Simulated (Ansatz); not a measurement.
Input of an Ansatz 0.2.0 run:

File input.yaml:

```yaml
crystal:
  lattice:
    - [4.142023, 0.0, 0.0]
    - [0.0, 4.142023, 0.0]
    - [0.0, 0.0, 4.142023]
  atoms:
    - { symbol: Pd, position: [0.0, 0.0, 0.0] }
    - { symbol: Ge, position: [0.5, 0.5, 0.0] }
    - { symbol: Ge, position: [0.5, 0.0, 0.5] }
    - { symbol: Ge, position: [0.0, 0.5, 0.5] }
hamiltonian:
  xc: pbesol
  pseudopotentials: { kind: paw }
  hubbard: { sites: [{ species: Pd, l: d, u_eff: 6.0 }] }
kpoints:
  mp_grid: { grid: [7, 7, 7] }
  band_path:
    path:
      - [[0.0, 0.0, 0.0], [0.0, 0.5, 0.0], [0.5, 0.5, 0.0], [0.0, 0.0, 0.0], [0.5, 0.5, 0.5], [0.0, 0.5, 0.0]]
      - [[0.5, 0.5, 0.0], [0.5, 0.5, 0.5]]
    npoints: 14
scf:
  occupations: { method: fermi_dirac, width: 0.05 }
  n_extra_bands: 10
output:
  forces: true
  stress: true
  eigenvalues: true
  fatbands: false
```

Potentials or basis: Ansatz PAW.

Command:

```bash
$ ansatz run input.yaml --threads 2 --pin off --max-ram 5632MiB --backend cpu --events-out ev --progress --plain --runs-dir out
```

What does it give for the band gap on the k mesh?

None (metal or under the smearing width).

What does it give for the pressure?

-3.4 GPa.

Levels at the corners of the path, in eV from the Fermi level:
| point | band 26 | band 27 | band 28 | band 29 | band 30 | band 31 | band 32 | band 33 | band 34 | band 35 |
| --- | --- | --- | --- | --- | --- | --- | --- | --- | --- | --- |
| Γ | -3.33 | -3.33 | -3.33 | -2.34 | -2.34 | 1.17 | 3.11 | 3.11 | 3.11 | 5.78 |
| X | -4.08 | -3.77 | -0.27 | -0.27 | -0.11 | -0.11 | 0.56 | 0.95 | 2.76 | 5.96 |
| M | -3.86 | -3.17 | -3.11 | -0.13 | 0.17 | 1.14 | 1.14 | 2.45 | 2.45 | 5.51 |
| Γ | -3.33 | -3.33 | -3.33 | -2.34 | -2.34 | 1.17 | 3.11 | 3.11 | 3.11 | 5.78 |
| R | -4.15 | -3.80 | -3.80 | -2.55 | -2.55 | -2.55 | 0.18 | 7.50 | 7.50 | 7.67 |
| X | -4.08 | -3.77 | -0.27 | -0.27 | -0.11 | -0.11 | 0.56 | 0.95 | 2.76 | 5.96 |
| M | -3.86 | -3.17 | -3.11 | -0.13 | 0.17 | 1.14 | 1.14 | 2.45 | 2.45 | 5.51 |
| R | -4.15 | -3.80 | -3.80 | -2.55 | -2.55 | -2.55 | 0.18 | 7.50 | 7.50 | 7.67 |

Caveat: U without spin polarisation on a metal has little footing; the PAW data sets come from PBE, with cores solved anew for the run's functional, which leaves a small shift of forces and pressure; the U is typed as a test and isn't derived for this compound.
